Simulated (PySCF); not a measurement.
# C3H12Si3 (cyclo-(H2SiCH2)3): the cost of one run

Programs: PySCF 2.14.0, with routines of our own; each step states its level. All values are computed. Atoms count from 0.

## 1. The system as given

18 atoms, charge 0, multiplicity 1; geometry from: GFN2-xTB.

## 2. Magnetic properties: GIAO PBE0/def2-SVP

The job: settings as JSON, then the geometry in Å.

```
{"job": {"kind": "mag", "xc": "PBE0", "basis": "def2-SVP"}, "charge": 0, "multiplicity": 1}
Si    -0.265770     0.065600    -1.884170
H      0.238270     1.014810    -2.890780
H     -1.114060    -0.921050    -2.572470
C      1.193140    -0.821340    -1.040600
Si     1.688370    -0.110330     0.648440
H      2.832350    -0.856270     1.201430
H      2.094730     1.295920     0.498240
C      0.204840    -0.233730     1.833040
Si    -1.506640     0.091160     1.060490
H     -2.204590    -1.183810     0.831640
H     -2.325750     0.897950     1.981530
C     -1.295200     1.003990    -0.590180
H      2.055770    -0.805860    -1.704640
H      0.936540    -1.872450    -0.911720
H      0.193870    -1.223810     2.287120
H      0.366550     0.461260     2.655760
H     -0.818230     1.964660    -0.395710
H     -2.274180     1.233310    -1.007400
```

Method: GIAO PBE0/def2-SVP magnetisability, rotational g tensor and spin-rotation constants, non-relativistic, gas phase.

The run is started by

```sh
> OMP_NUM_THREADS=1 python excited_run.py task.json out
```

The driver reads the jobs from task.json and runs them one after another.

Q: Estimate the wall time and peak memory of this first job on 1 thread of Arm Neoverse N1, shared host.

About 38 s, with a peak of 0.71 GiB.
